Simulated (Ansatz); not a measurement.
Predict the output of the script below (the Ansatz DFT code, driven from Python).

Script `rb3ba.py`:
```python
'''Heat of formation of Rb3Ba at zero temperature, after relaxing atoms and volume at fixed cell shape.'''

from collections import Counter
import warnings

import ansatz as az
import numpy as np

config = {
    'functional': 'lda',
    'cutoff_ev': 520,
    'k_spacing': 0.3,
    'smearing': 'fermi_dirac',
    'width_ev': 0.1,
}

PHASES = {
    'Rb3Ba': (
        [[0.0, 5.51443, 5.51443], [5.51443, 0.0, 5.51443], [5.51443, 5.51443, 0.0]],
        [
            ('Rb', [0.25, 0.25, 0.25]),
            ('Rb', [0.75, 0.75, 0.75]),
            ('Rb', [0.5, 0.5, 0.5]),
            ('Ba', [0.0, 0.0, 0.0]),
        ],
    ),
    'Rb': (
        [[-2.8025, 2.8025, 2.8025], [2.8025, -2.8025, 2.8025], [2.8025, 2.8025, -2.8025]],
        [
            ('Rb', [0.0, 0.0, 0.0]),
        ],
    ),
    'Ba': (
        [[-2.5065, 2.5065, 2.5065], [2.5065, -2.5065, 2.5065], [2.5065, 2.5065, -2.5065]],
        [
            ('Ba', [0.0, 0.0, 0.0]),
        ],
    ),
}


def build(vectors, sites):
    crystal = az.Crystal(lattice=az.Lattice.of(vectors))
    for symbol, position in sites:
        crystal = crystal.atom(symbol, position)
    return crystal


def ground_state(name, crystal):
    calc = (
        crystal.calculation()
        .functional(config['functional'])
        .basis(config['cutoff_ev'])  # plane waves up to this kinetic energy
        .kpoints(spacing=config['k_spacing'])
        .occupations(config['smearing'], width=config['width_ev'])
        .stress()  # GPa
    )
    calc = calc.relax(force_tolerance=0.02, max_steps=40, fix_cell=['shape'])
    return calc.run()


def counts(outcome):
    return Counter(site.symbol for site in outcome.lattice.sites)

def formation_energy(outcome, mu):
    n = counts(outcome)
    return (outcome.report['energy_sigma0_ev'] - sum(k * mu[element] for element, k in n.items())) / sum(n.values())


def volume_per_atom(outcome):
    return abs(np.linalg.det(outcome.lattice.cell_ang)) / len(outcome.lattice.sites)


def main() -> None:
    warnings.simplefilter('ignore', az.DeckWarning)

    phases = {name: build(*cell) for name, cell in PHASES.items()}

    done = {name: ground_state(name, crystal) for name, crystal in phases.items()}

    # chemical potentials of the elements at zero temperature
    references = {'Rb': 'Rb', 'Ba': 'Ba'}
    mu = {element: done[name].report['energy_sigma0_ev'] / len(done[name].lattice.sites) for element, name in references.items()}

    target = done['Rb3Ba']
    heat = formation_energy(target, mu)
    for element, value in mu.items():
        print(f'mu({element}) = {value:.4f} eV from {references[element]}, {volume_per_atom(done[references[element]]):.2f} A^3/atom')
    print(f'formation energy of Rb3Ba: {heat:.4f} eV/atom = {96.4853 * heat:.1f} kJ/mol of atoms')


if __name__ == '__main__':
    main()
```

```console
$ python rb3ba.py
mu(Rb) = -3170.7441 eV from Rb, 78.37 A^3/atom
mu(Ba) = -5779.5686 eV from Ba, 54.31 A^3/atom
formation energy of Rb3Ba: 0.1469 eV/atom = 14.2 kJ/mol of atoms
```

The formation energy is +0.147 eV an atom (+14.2 kJ per mole of atoms), so Rb3Ba lies above the reference phases.

Reading the output:
- Absolute energies stand on the zero of these potentials, so only differences at equal settings mean something.
- For the metals among these phases the mesh is modest: differences between phases can be off by up to 40 meV an atom.
- Atoms and volume are relaxed with the cell's shape held, which in cells of lower than cubic symmetry can hide stresses and shift volumes.
- The cells come from databases of deposited and of computed structures, and not all need be stable phases.
- The compound is the structure given, not necessarily its lowest; energies are at zero temperature, with no correction for gases. A semilocal functional's error on such energies is often 0.05 to 0.1 eV an atom, and 0.1 to 0.3 eV against gases such as O2 or F2.
- Hardware and time: 32 s on 1 thread of Arm Neoverse V1 (shared host), peak memory 0.59 GiB.

(Lines on the test bed's own set-up are left out of the output.)
